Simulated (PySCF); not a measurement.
**BOBr: structure of the singlet**

Aim: relax BOBr as a singlet from a PBE0 minimum start, check by its vibrations whether the end is a minimum, and collect its spectrum and constants.

Method: PBE0, basis B def2-TZVP, O def2-TZVP, Br def2-TZVP, no relativity, density fitting; program: PySCF 2.14.0.

### Step 1. Where the work starts

3 atoms, charge 0, spin multiplicity 1.

Bond lengths: B1–O2 1.203 Å, B1–Br3 1.835 Å. Angles: O2–B1–Br3 180.0°.

```xyz
3
charge 0 multiplicity 1
B     0.0000    0.0000   -1.1856
O     0.0000    0.0000   -2.3887
Br    0.0000    0.0000    0.6496
```

### Step 2. Finding the electronic state

One driver script runs all steps and calls PySCF; scf.py shows how it sets up the SCF of each step. The optimiser is the driver's own. After this first run the driver tries any further starts and a stability analysis.

The input, scf.py:

```python
from pyscf import gto, scf, dft
mol = gto.M(atom='''
B      0.000000    -0.000000    -1.185579
O      0.000000    -0.000000    -2.388659
Br    -0.000000     0.000000     0.649551''',
    basis={'B': 'def2-TZVP', 'O': 'def2-TZVP', 'Br': 'def2-TZVP'},
    charge=0, spin=0)
mf = dft.RKS(mol, xc='PBE0')
mf.grids.atom_grid = (50, 194)
aux = {'B': 'def2-universal-JKFIT', 'O': 'def2-universal-JKFIT', 'Br': 'def2-universal-JKFIT'}
mf = mf.density_fit(auxbasis=aux)
mf.conv_tol = 1e-08
mf.diis_space = 10
mf.max_cycle = 60
mf.init_guess = 'minao'
mf.verbose = 4
mf.kernel()
```

Launch:

```
$ OMP_NUM_THREADS=2 python axn.py task.json out
```

The runs that follow: PBE0 minimum start, singlet: relaxation; Vibrations and properties at this point.

**Question.** What will these runs give? Wanted: minimum; geometry; wavenumbers; dipole moment; highest occupied, lowest empty level; polar-tensor charge of B1; zero-point energy; atomisation energy.

**Answer**, as computed:

| quantity | value |
| --- | --- |
| minimum | singlet, C∞v |
| geometry | B–Br 1.835 Å, B–O 1.203 Å; Br–B–O 180.0° |
| wavenumbers (cm⁻¹) | 386 (π), 554 (σ+), 2007 (σ+) |
| dipole moment | 2.98 D |
| highest occupied, lowest empty level | -9.61, -0.42 eV |
| polar-tensor charge of B1 | +0.83 e |
| zero-point energy | 19.9 kJ/mol |
| entropy at 298.15 K | 248.0 J/(mol K) |
| atomisation energy (no zero-point energy) | 1263 kJ/mol |

The molecule stays C∞v, as typed, and the end point is a minimum. In the infrared the band at 2007 cm⁻¹ (σ+) leads. Other starts or spin states, not run here, may lie lower.
